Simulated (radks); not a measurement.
# Valence configurations of Br²⁺

NIST gives [Ar] 3d10 4s2 4p3 as the ground configuration of Br²⁺. Does this level of theory agree? Several fillings of the valence shells are run.

The numbers are computed with radks (a radial shooting solver on a logarithmic mesh, Libxc functionals) version 1 (Dirac Kohn-Sham, BLYP, spin-unpolarised, spherical densities, point nucleus; open shells fill j = l - 1/2 first), except any that are marked as measured or tabulated.

## Step 1: The atom as given

| Item | Value |
| --- | --- |
| element | bromine (Z = 35) |
| charge | +2 |
| electrons | 33 |
| configuration | [Ar] 3d10 4s2 4p3 |
| others tried | 3d10 4p5; 3d9 4s2 4p4; 3d8 4s2 4p5; 3d9 4s1 4p5; 3d7 4s2 4p6; 3d10 4s1 4p4; 3d9.5 4s2 4p3.5; 3d10 4s1.5 4p3.5; 3d9.5 4s1 4p4.5 |

## Step 2: [Ar] 3d10 4s2 4p3

The run's settings:

```text
Z 35
configuration [Ar] 3d10 4s2 4p3
relativity Dirac
functional b88,lyp
spin unpolarised
j_filling energy
nucleus point
c 137.035999084
```

## Step 3: [Ar] 3d10 4p5

Input: that of step 2 with these lines changed.

```diff
@@ -1,3 +1,3 @@
 Z 35
-configuration [Ar] 3d10 4s2 4p3
+configuration [Ar] 3d10 4p5
 relativity Dirac
```

## Step 4: [Ar] 3d9 4s2 4p4

Input: that of step 3 with these lines changed.

```diff
@@ -1,3 +1,3 @@
 Z 35
-configuration [Ar] 3d10 4p5
+configuration [Ar] 3d9 4s2 4p4
 relativity Dirac
```

## Step 5: [Ar] 3d8 4s2 4p5

Input: that of step 4 with these lines changed.

```diff
@@ -1,3 +1,3 @@
 Z 35
-configuration [Ar] 3d9 4s2 4p4
+configuration [Ar] 3d8 4s2 4p5
 relativity Dirac
```

## Step 6: [Ar] 3d9 4s1 4p5

Input: that of step 5 with these lines changed.

```diff
@@ -1,3 +1,3 @@
 Z 35
-configuration [Ar] 3d8 4s2 4p5
+configuration [Ar] 3d9 4s1 4p5
 relativity Dirac
```

## Step 7: [Ar] 3d7 4s2 4p6

Input: that of step 6 with these lines changed.

```diff
@@ -1,3 +1,3 @@
 Z 35
-configuration [Ar] 3d9 4s1 4p5
+configuration [Ar] 3d7 4s2 4p6
 relativity Dirac
```

## Step 8: [Ar] 3d10 4s1 4p4

Input: that of step 7 with these lines changed.

```diff
@@ -1,3 +1,3 @@
 Z 35
-configuration [Ar] 3d7 4s2 4p6
+configuration [Ar] 3d10 4s1 4p4
 relativity Dirac
```

## Step 9: [Ar] 3d9.5 4s2 4p3.5

Input: that of step 8 with these lines changed.

```diff
@@ -1,3 +1,3 @@
 Z 35
-configuration [Ar] 3d10 4s1 4p4
+configuration [Ar] 3d9.5 4s2 4p3.5
 relativity Dirac
```

## Step 10: [Ar] 3d10 4s1.5 4p3.5

The run's settings:

```text
Z 35
configuration [Ar] 3d10 4s1.5 4p3.5
relativity Dirac
functional b88,lyp
spin unpolarised
j_filling energy
nucleus point
c 137.035999084
```

## Step 11: [Ar] 3d9.5 4s1 4p4.5

The run's settings:

```text
Z 35
configuration [Ar] 3d9.5 4s1 4p4.5
relativity Dirac
functional b88,lyp
spin unpolarised
j_filling energy
nucleus point
c 137.035999084
```

Q: Predict the outcome of this session. Wanted: for each run, valence; E − E(NIST configuration); highest level; its energy; 1s shift.

**Answer**, as computed:

```tsv
valence	E − E(NIST configuration) (eV)	highest level	its energy (eV)	1s shift (eV)
3d10 4s2 4p3	0.000	4p3/2	-27.800	+0.00
3d10 4s1.5 4p3.5	6.934	4p3/2	-28.152	-0.83
3d10 4s1 4p4	13.908	4p3/2	-28.498	-1.65
3d10 4p5	27.970	4p3/2	-29.169	-3.25
3d9.5 4s2 4p3.5	32.456	4p3/2	-28.952	-7.95
3d9.5 4s1 4p4.5	46.800	4p3/2	-29.625	-9.55
3d9 4s2 4p4	67.666	4p3/2	-30.091	-16.11
3d9 4s1 4p5	82.433	4p3/2	-30.742	-17.65
3d8 4s2 4p5	146.60	4p3/2	-32.337	-33.03
3d7 4s2 4p6	237.29	4p3/2	-34.550	-50.74
```

What this shows: Theory agrees with NIST among these: the next, 3d10 4s1.5 4p3.5, lies 6.934 eV higher. The energies are those of spherical spin-averaged densities, not of single terms. The 1s eigenvalue shifts by up to 50.74 eV as the valence charge is rearranged.
